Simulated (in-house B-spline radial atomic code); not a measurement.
**Si⁶⁺: ionisation energy by several methods**

Wanted: one ionisation energy, Si⁶⁺ to configuration [He] 2s2 2p3, up the ladder of functionals.

Program: in-house B-spline radial atomic code version 1. Level of theory: non-relativistic, several functionals, spin-polarised, exact exchange averaged over the configuration; spherical all-electron atom at the radial basis limit. These are calculated values, not measurements, unless marked.

## (1) What is computed

```
element       : silicon (Z = 14)
charge        : +6
electrons     : 8
configuration : [He] 2s2 2p4
nucleus       : point
```

The outer shells:

[He] 2s2 2p4
```
[He] core
2s [↑↓]
2p [↑↓][↑ ][↑ ]
```

Where spins are not typed, each open shell is filled with up spins first.

## (2) BHandHLYP, a global hybrid

Settings of the run:

```ini
Z = 14
electrons = 8.0
configuration = [He] 2s2 2p4
hamiltonian = nr
method = bhandhlyp
spin_polarised = True
exact_exchange = averaged over the configuration
```

Run with:

```
python run_scf.py task.json out
```

One command runs all members of the session, one after another, from task.json.

## (3) PBE0, a global hybrid

Changes to the settings of step 2:

```diff
@@ -4,3 +4,3 @@
 hamiltonian = nr
-method = bhandhlyp
+method = pbe0
 spin_polarised = True
```

## (4) B3LYP, a global hybrid

Changes to the settings of step 3:

```diff
@@ -4,3 +4,3 @@
 hamiltonian = nr
-method = pbe0
+method = b3lyp
 spin_polarised = True
```

## (5) ωB97X, a range-separated hybrid

Changes to the settings of step 4:

```diff
@@ -4,3 +4,3 @@
 hamiltonian = nr
-method = b3lyp
+method = wb97x
 spin_polarised = True
```

## (6) B97-1, a global hybrid

Changes to the settings of step 5:

```diff
@@ -4,3 +4,3 @@
 hamiltonian = nr
-method = wb97x
+method = b97_1
 spin_polarised = True
```

Before running: The tabulated ionisation energy is 246.57 ± 0.05 eV (semi-empirical; NIST Atomic Spectra Database). What does each method give, and which comes nearest?

**Answer**, as computed:

| method | rung | total energy (hartree) | ΔSCF (eV) | −ε highest (eV) | ΔSCF less tabulated (eV) |
| --- | --- | --- | --- | --- | --- |
| BHandHLYP | global hybrid | -271.9104 | 246.30 | 237.03 (2p down) | -0.27 |
| PBE0 | global hybrid | -271.7696 | 246.02 | 231.29 (2p down) | -0.55 |
| B3LYP | global hybrid | -271.8722 | 246.43 | 230.48 (2p down) | -0.14 |
| B97-1 | global hybrid | -271.8681 | 246.06 | 230.45 (2p down) | -0.51 |
| ωB97X | range-separated hybrid | -271.9381 | 245.72 | 232.97 (2p down) | -0.85 |

Tables give 246.57 ± 0.05 eV (semi-empirical; NIST Atomic Spectra Database) for the ionisation energy. B3LYP misses by -0.14 eV, the least, and ωB97X by -0.85 eV (0.35 %), the most. These runs lack relativity altogether, which can outweigh the gaps between the methods, so the nearest may be so by luck. Open shells are averaged (over orientations, and over spins where the run is restricted), while tables refer to the lowest levels.
